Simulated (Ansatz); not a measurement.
# SiH₃F + H radical: a complex and its separated parts, part 2 of 2

Ansatz 0.2.0, Gaussian basis. Earlier steps stand in the parts before.

## 14. wB97M-V/def2-TZVPP

File parta/in.yaml:

```yaml
crystal:
  periodic: [false, false, false]
  atoms:
    - {symbol: F, position_ang: [-0.587104, -0.116741, -0.466399]}
    - {symbol: Si, position_ang: [0.644986, 0.119357, 0.526525]}
    - {symbol: H, position_ang: [0.743843, 1.570321, 0.810347]}
    - {symbol: H, position_ang: [1.877785, -0.367311, -0.136031]}
    - {symbol: H, position_ang: [0.390441, -0.638885, 1.773859]}
basis:
  gaussian: {orbitals: def2-TZVPP}
hamiltonian: {xc: {name: wB97M-V}}
```

Launch:

```bash
$ ansatz run in.yaml --threads 2 --pin off --events-out ev --progress --plain --max-ram 4352MiB
```

Standard output:

```text
Functional definition: wB97M-V
  name "wB97M-V"
  cite "Mardirossian & Head-Gordon, J. Chem. Phys. 144, 214110 (2016) doi:10.1063/1.4952647"
  cite "Becke, J. Chem. Phys. 107, 8554 (1997) doi:10.1063/1.475007"
  cite "Vydrov & Van Voorhis, J. Chem. Phys. 133, 244103 (2010) doi:10.1063/1.3521275"
  # Of w^i u^j: cxij and so on, Table III.
  parameter omega = 0.3/bohr
  parameter cx = 0.15
  parameter cx01 = 1.007
  parameter cx10 = 0.259
  parameter css00 = 0.443
  parameter css04 = -1.437
  parameter css10 = -4.535
  parameter css20 = -3.390
  parameter css43 = 4.278
  parameter cos00 = 1.000
  parameter cos10 = 1.358
  parameter cos20 = 2.924
  parameter cos21 = -8.812
  parameter cos60 = -1.390
  parameter cos61 = 9.142
  parameter b = 6.0
  parameter c = 0.01
  gx(w, u) = 1 - cx + cx01*u + cx10*w
  gss(w, u) = css00 + css04*u^4 + css10*w + css20*w^2 + css43*w^4*u^3
  gos(w, u) = cos00 + cos10*w + (cos20 + cos21*u)*w^2 + (cos60 + cos61*u)*w^6
  exchange = spin_sum(e_x_unif_sr(omega)*gx(b97_w, b97_u_x)) + cx*exact_x_sr(omega) + exact_x_lr(omega)
  correlation = spin_sum(e_c_pw_mod_same_spin*gss(b97_w, b97_u_same))
      + integral(e_c_pw_mod_opposite_spin*gos(b97_w_opposite, b97_u_opposite)) + vv10(b, c)
624 factors; their error is unknown
142 factors; integrals over basis functions are off by at most 1.1e-5 eV
mean field evaluation 1: about -10643.4274 eV, gradient 3.0e1 eV
mean field evaluation 2: about -10643.1758 eV, gradient 3.5e1 eV
mean field evaluation 4: about -10644.7142 eV, gradient 2.1e-1 eV
mean field evaluation 8: about -10644.7279 eV, gradient 1.3e-2 eV
mean field -10644.72787599 eV, -391.1865341869 hartree, gradient 2.4e-5 eV, S^2 0.000000; 0 other end points of the search recorded, 0 dependent functions left out
reference -10644.72791536 eV, -391.1865356337 hartree; 13, 13 occupied and 102, 102 virtual orbitals, 624 factors
Total energy: -10644.72791536 eV, -391.1865356337 hartree
```

Run time: 3.7 s. Hardware: 2 threads of Intel Xeon Platinum 8259CL at 2.50GHz, shared host.

## 15. B2PLYP/def2-TZVPP

parta/in.yaml: that of step 14 with these lines changed.

```diff
@@ -10,2 +10,2 @@
   gaussian: {orbitals: def2-TZVPP}
-hamiltonian: {xc: {name: wB97M-V}}
+hamiltonian: {xc: {name: B2PLYP}}
```

Launch:

```bash
$ ansatz run in.yaml --threads 2 --pin off --events-out ev --progress --plain --max-ram 4352MiB
```

Standard output:

```text
Functional definition: B2PLYP
  name "B2PLYP"
  cite "Grimme, J. Chem. Phys. 124, 034108 (2006) doi:10.1063/1.2148954"
[... 2 set-up lines as earlier in the session ...]
  parameter a = 0.53
  parameter c = 0.27
[... 1 set-up line as earlier in the session ...]
  correlation = (1 - c)*lyp_c + c*(mp2_os + mp2_ss)
673 factors; integrals over basis functions are off by at most 8.2e-4 eV
mean field evaluation 1: about -10637.0296 eV, gradient 2.9e1 eV
mean field evaluation 2: about -10637.0286 eV, gradient 2.9e1 eV
mean field evaluation 4: about -10638.1762 eV, gradient 9.2e-1 eV
mean field evaluation 8: about -10638.1783 eV, gradient 5.6e-3 eV
mean field -10638.17831226 eV, -390.9458421594 hartree, gradient 3.6e-6 eV, S^2 0.000000; 0 other end points of the search recorded, 0 dependent functions left out
6 core orbitals not correlated: weight in the atoms' cores, before any rotation towards them, 1.000 or more for the frozen orbitals, at most 0.000 for the correlated occupied ones
reference -10638.17843766 eV, -390.9458467676 hartree; 7, 7 occupied and 102, 102 virtual orbitals, 673 factors
second order -12.40014592 eV of doubles, -0.00000000 eV of singles
Total energy: -10641.52647706 eV, -391.0688849461 hartree
```

Wall time 2 s (2 threads of Intel Xeon Platinum 8259CL at 2.50GHz, shared host).

## 16. PBE-QIDH/def2-TZVPP

parta/in.yaml: that of step 15 with these lines changed.

```diff
@@ -10,2 +10,2 @@
   gaussian: {orbitals: def2-TZVPP}
-hamiltonian: {xc: {name: B2PLYP}}
+hamiltonian: {xc: {name: PBE-QIDH}}
```

Launch:

```bash
$ ansatz run in.yaml --threads 2 --pin off --events-out ev --progress --plain --max-ram 4352MiB
```

Standard output:

```text
Functional definition: PBE-QIDH
  name "PBE-QIDH"
  cite "Brémond, Sancho-García, Pérez-Jiménez & Adamo, J. Chem. Phys. 141, 031101 (2014) doi:10.1063/1.4890314"
[... 1 set-up line as earlier in the session ...]
  parameter a = 3^(-1/3)
  parameter c = 1/3
  exchange = (1 - a)*pbe_x + a*exact_x
  correlation = (1 - c)*pbe_c + c*(mp2_os + mp2_ss)
673 factors; integrals over basis functions are off by at most 8.2e-4 eV
mean field evaluation 1: about -10632.6634 eV, gradient 2.7e1 eV
mean field evaluation 2: about -10632.6639 eV, gradient 2.7e1 eV
mean field evaluation 4: about -10633.7795 eV, gradient 1.1e0 eV
mean field evaluation 8: about -10633.7843 eV, gradient 4.7e-3 eV
mean field -10633.78425101 eV, -390.7843633866 hartree, gradient 7.2e-6 eV, S^2 0.000000; 0 other end points of the search recorded, 0 dependent functions left out
6 core orbitals not correlated: weight in the atoms' cores, before any rotation towards them, 1.000 or more for the frozen orbitals, at most 0.000 for the correlated occupied ones
reference -10633.78426080 eV, -390.7843637464 hartree; 7, 7 occupied and 102, 102 virtual orbitals, 673 factors
second order -11.59236485 eV of doubles, -0.00000000 eV of singles
Total energy: -10637.64838241 eV, -390.9263675967 hartree
```

Wall time 2.1 s (2 threads of Intel Xeon Platinum 8259CL at 2.50GHz, shared host).

## 17. RPA on PBE/def2-TZVPP

parta/in.yaml: that of step 16 with these lines changed.

```diff
@@ -10,2 +10,3 @@
   gaussian: {orbitals: def2-TZVPP}
-hamiltonian: {xc: {name: PBE-QIDH}}
+hamiltonian: {xc: pbe}
+correlation: {method: rpa}
```

Launch:

```bash
$ ansatz run in.yaml --threads 2 --pin off --events-out ev --progress --plain --max-ram 4352MiB
```

Standard output:

```text
[... 8 set-up lines as earlier in the session ...]
673 factors; integrals over basis functions are off by at most 8.2e-4 eV
mean field evaluation 1: about -10637.4505 eV, gradient 3.4e1 eV
mean field evaluation 2: about -10637.4433 eV, gradient 3.4e1 eV
mean field evaluation 4: about -10639.1622 eV, gradient 6.7e0 eV
mean field evaluation 8: about -10639.2672 eV, gradient 5.1e-2 eV
mean field -10639.26722381 eV, -390.9858589206 hartree, gradient 3.2e-6 eV, S^2 0.000000; 0 other end points of the search recorded, 0 dependent functions left out
6 core orbitals not correlated: weight in the atoms' cores, before any rotation towards them, 1.000 or more for the frozen orbitals, at most 0.000 for the correlated occupied ones
reference -10617.93360809 eV, -390.2018630035 hartree; 7, 7 occupied and 102, 102 virtual orbitals, 673 factors
Total energy: -10635.41344240 eV, -390.8442350661 hartree
```

It took 2 s on 2 threads of Intel Xeon Platinum 8259CL at 2.50GHz, shared host.

## 18. CCSD(T)/def2-TZVPP

parta/in.yaml: that of step 17 with these lines changed.

```diff
@@ -10,3 +10,2 @@
   gaussian: {orbitals: def2-TZVPP}
-hamiltonian: {xc: pbe}
-correlation: {method: rpa}
+correlation: {method: ccsd_t}
```

Launch:

```bash
$ ansatz run in.yaml --threads 2 --pin off --events-out ev --progress --plain --max-ram 4352MiB
```

Standard output:

```text
Functional definition: HF
  name "HF"
  cite "Fock, Z. Phys. 61, 126 (1930) doi:10.1007/BF01340294"
[... 1 set-up line as earlier in the session ...]
  exchange = exact_x
  correlation = 0
673 factors; integrals over basis functions are off by at most 8.2e-4 eV
mean field evaluation 1: about -10617.3413 eV, gradient 2.6e1 eV
mean field evaluation 2: about -10617.3445 eV, gradient 2.6e1 eV
mean field evaluation 4: about -10618.7401 eV, gradient 1.9e0 eV
mean field evaluation 8: about -10618.7567 eV, gradient 2.4e-4 eV
mean field evaluation 16: about -10618.7563 eV, gradient 3.0e-1 eV
mean field -10618.75666918 eV, -390.2321099405 hartree, gradient 1.8e-6 eV, S^2 0.000000; 0 other end points of the search recorded, 0 dependent functions left out
6 core orbitals not correlated: weight in the atoms' cores, before any rotation towards them, 1.000 or more for the frozen orbitals, at most 0.000 for the correlated occupied ones
reference -10618.75666918 eV, -390.2321099405 hartree; 7, 7 occupied and 102, 102 virtual orbitals, 673 factors
second order -10.41005759 eV of doubles, -0.00000000 eV of singles
cycle   1  -10.68412640 eV  change   -2.7e-1 eV  update   7.1e-2
cycle   2  -10.95084773 eV  change   -2.7e-1 eV  update   2.1e-2
cycle   3  -11.01483461 eV  change   -6.4e-2 eV  update   1.0e-2
cycle   4  -11.00771555 eV  change    7.1e-3 eV  update   1.8e-3
cycle   5  -11.00749368 eV  change    2.2e-4 eV  update   6.9e-4
cycle   6  -11.00778601 eV  change   -2.9e-4 eV  update   1.8e-4
cycle   7  -11.00769490 eV  change    9.1e-5 eV  update   5.6e-5
cycle   8  -11.00767799 eV  change    1.7e-5 eV  update   1.3e-5
perturbative correction -0.28076812 eV, -0.0103180380 hartree
Total energy: -10630.04511528 eV, -390.6469526833 hartree
```

Run time: 4.8 s. Hardware: 2 threads of Intel Xeon Platinum 8259CL at 2.50GHz, shared host; peak memory 0.48 GiB.

## 19. MP2/def2-QZVPP

parta/in.yaml: that of step 18 with these lines changed.

```diff
@@ -9,3 +9,3 @@
 basis:
-  gaussian: {orbitals: def2-TZVPP}
-correlation: {method: ccsd_t}
+  gaussian: {orbitals: "def2-QZVPP.json"}
+correlation: {method: mp2}
```

The basis file named in the input lies beside it (Basis Set Exchange, JSON).

Launch:

```bash
$ ansatz run in.yaml --threads 2 --pin off --events-out ev --progress --plain --max-ram 4352MiB
```

Standard output:

```text
[... 6 set-up lines as earlier in the session ...]
1287 factors; integrals over basis functions are off by at most 7.7e-4 eV
mean field evaluation 1: about -10617.7131 eV, gradient 2.6e1 eV
mean field evaluation 2: about -10617.7145 eV, gradient 2.6e1 eV
mean field evaluation 4: about -10619.1353 eV, gradient 1.9e0 eV
mean field evaluation 8: about -10619.1532 eV, gradient 5.8e-2 eV
mean field -10619.15323484 eV, -390.2466834596 hartree, gradient 2.9e-6 eV, S^2 0.000000; 0 other end points of the search recorded, 0 dependent functions left out
6 core orbitals not correlated: weight in the atoms' cores, before any rotation towards them, 1.000 or more for the frozen orbitals, at most 0.000 for the correlated occupied ones
reference -10619.15323484 eV, -390.2466834596 hartree; 7, 7 occupied and 204, 204 virtual orbitals, 1287 factors
second order -11.34672626 eV of doubles, -0.00000000 eV of singles
Total energy: -10630.49996109 eV, -390.6636679585 hartree
```

It took 6 s on 2 threads of Intel Xeon Platinum 8259CL at 2.50GHz, shared host; peak memory 0.46 GiB.

## 20. Vibrations of SiH₃F

File vib-parta/in.yaml:

```yaml
crystal:
  periodic: [false, false, false]
  atoms:
    - {symbol: F, position_ang: [-0.587104, -0.116741, -0.466399]}
    - {symbol: Si, position_ang: [0.644986, 0.119357, 0.526525]}
    - {symbol: H, position_ang: [0.743843, 1.570321, 0.810347]}
    - {symbol: H, position_ang: [1.877785, -0.367311, -0.136031]}
    - {symbol: H, position_ang: [0.390441, -0.638885, 1.773859]}
basis:
  gaussian: {orbitals: def2-TZVP}
hamiltonian: {xc: pbe0, dispersion: d4}
phonons: {temperatures: {t_min: 298.15, t_max: 900, t_step: 200}}
```

Launch:

```bash
$ ansatz run in.yaml --threads 2 --pin off --events-out ev --progress --plain --max-ram 4352MiB
```

Standard output:

```text
[... 10 set-up lines as earlier in the session ...]
556 factors; their error is unknown
mean field evaluation 1: about -10638.8777 eV, gradient 3.0e1 eV
mean field evaluation 2: about -10637.2863 eV, gradient 4.6e1 eV
mean field evaluation 4: about -10640.1053 eV, gradient 4.5e-1 eV
mean field evaluation 8: about -10640.1497 eV, gradient 3.5e-3 eV
mean field -10640.14967604 eV, -391.0182884418 hartree, gradient 4.3e-5 eV, S^2 0.000000; 0 other end points of the search recorded, 0 dependent functions left out
the calculation of the forces begins
reference -10640.14970044 eV, -391.0182893388 hartree; 13, 13 occupied and 73, 73 virtual orbitals, 556 factors
[... from here to the last solve, the lines of the solves are left out (29 solves) ...]
556 factors; their error is unknown
mean field evaluation 192: about -10640.1496 eV, gradient 1.8e-6 eV
mean field -10640.14963638 eV, -391.0182869845 hartree, gradient 1.8e-6 eV, S^2 0.000000; 0 other end points of the search recorded, 0 dependent functions left out
the calculation of the forces begins
reference -10640.14966078 eV, -391.0182878813 hartree; 13, 13 occupied and 73, 73 virtual orbitals, 556 factors
Total energy: -10640.18814698 eV, -391.0197022229 hartree
Atom 0 at    -0.587104    -0.116741    -0.466399 Å, force     0.001417     0.000593     0.000612 eV/Å
Atom 1 at     0.644986     0.119357     0.526525 Å, force     0.000358    -0.000897     0.001873 eV/Å
Atom 2 at     0.743843     1.570321     0.810347 Å, force    -0.000328     0.000264    -0.001355 eV/Å
Atom 3 at     1.877785    -0.367311    -0.136031 Å, force    -0.000417     0.000596    -0.001282 eV/Å
Atom 4 at     0.390441    -0.638885     1.773859 Å, force    -0.001029    -0.000556     0.000153 eV/Å
Dipole moment:     0.203442     0.039072     0.163806 e Å
Vibrations: 722.32 722.37 880.08 956.07 956.21 987.14 2249.97 2257.37 2257.40 cm⁻¹, zero-point energy 0.743219 eV
```

It took 28 s on 2 threads of Intel Xeon Platinum 8259CL at 2.50GHz, shared host.

Wavenumbers and character of the modes:

| mode | wavenumber (cm⁻¹) | character |
| --- | --- | --- |
| 1 | 722 | bend |
| 2 | 722 | bend |
| 3 | 880 | Si–F stretch |
| 4 | 956 | bend |
| 5 | 956 | bend |
| 6 | 987 | bend |
| 7 | 2250 | Si–H stretch |
| 8 | 2257 | Si–H stretch |
| 9 | 2257 | Si–H stretch |

Vibrational sums (real modes only):

| T (K) | entropy (J/mol/K) | heat capacity (J/mol/K) |
| --- | --- | --- |
| 298 | 4.3 | 14.1 |
| 498 | 16.0 | 31.8 |
| 698 | 28.8 | 43.6 |
| 898 | 40.8 | 51.7 |

## 21. Complex less separated parts

The complex's own energies come from single points at the same levels. The hydrogen atom has one electron, so its Hartree-Fock energy serves all wavefunction methods.

Rows are in def2-TZVPP; times add the 2 runs of a level on a shared host, so small differences are noise.

Differences are taken before rounding.

| method | rung | complex less parts (kJ/mol) | from CCSD(T) (kJ/mol) | time |
| --- | --- | --- | --- | --- |
| SPW92 | LDA | -1.41 | -1.14 | 1.6 s |
| PBE-D4 | GGA | -0.93 | -0.67 | 3.6 s |
| BLYP-D4 | GGA | -0.74 | -0.47 | 3.6 s |
| r2SCAN-D4 | meta-GGA | -0.79 | -0.52 | 4.9 s |
| B97M-V | meta-GGA | -0.19 | +0.08 | 7.9 s |
| PBE0-D4 | hybrid | -0.73 | -0.46 | 3.3 s |
| B3LYP-D4 | hybrid | -0.77 | -0.50 | 3.9 s |
| r2SCAN0-D4 | hybrid | -0.82 | -0.55 | 5.1 s |
| BHLYP-D4 | hybrid | -0.72 | -0.46 | 3.4 s |
| CAM-B3LYP-D4 | range-separated hybrid | -0.86 | -0.59 | 4.4 s |
| wB97X-V | range-separated hybrid | -0.23 | +0.04 | 11 s |
| wB97M-V | range-separated hybrid | -0.11 | +0.16 | 9.2 s |
| B2PLYP | double hybrid | -0.13 | +0.13 | 5 s |
| PBE-QIDH | double hybrid | -0.15 | +0.11 | 5.2 s |
| Hartree-Fock | wavefunction | 0.19 | +0.46 |  |
| MP2 | wavefunction | -0.18 | +0.08 |  |
| CCSD | wavefunction | -0.23 | +0.04 |  |
| CCSD(T) | wavefunction | -0.27 | 0 | 25 s |

Among the levels timed on like hardware and quicker than the yardstick, those that no quicker one beats, quickest first: SPW92 (1.6 s, -1.14 kJ/mol); PBE0-D4 (3.3 s, -0.46 kJ/mol); BHLYP-D4 (3.4 s, -0.46 kJ/mol); B2PLYP (5 s, +0.13 kJ/mol); PBE-QIDH (5.2 s, +0.11 kJ/mol); B97M-V (7.9 s, +0.08 kJ/mol); wB97X-V (11 s, +0.04 kJ/mol).

For cost: wB97X-V gets within 0.04 kJ/mol in 11 s, where CCSD(T) took 25 s; the quickest level in the cost chart, SPW92, takes 1.6 s and misses by 1.14 kJ/mol.

The complex's zero-point energy, from a separate PBE0-D4 run, is 0.748 eV.

## 22. Results

What follows sums up all 2 parts.

| quantity | value |
| --- | --- |
| complex less parts, CCSD(T)/def2-TZVPP | -0.27 kJ/mol |
| with zero-point energy | +0.16 kJ/mol |
| largest T1 diagnostic | 0.011 |

In words: At CCSD(T) the complex lies 0.27 kJ/mol below its parts. The functionals run from wB97X-V, off by +0.04 kJ/mol, to SPW92, off by -1.14 kJ/mol, against CCSD(T). Mean unsigned error by rung: LDA 1.14, GGA 0.57, meta-GGA 0.30, hybrid 0.49, range-separated hybrid 0.26, double hybrid 0.12 kJ/mol. PBE-D4 gives a relative energy 0.67 kJ/mol too low, an error of 250 % of the reference. The complex's frequency run has imaginary modes: the structure is no minimum, so both the energy and the zero-point correction are in doubt. No counterpoise was applied, and triple zeta lacks some correlation, so the CCSD(T) reference has a basis error of its own, and close matches with it are partly luck.
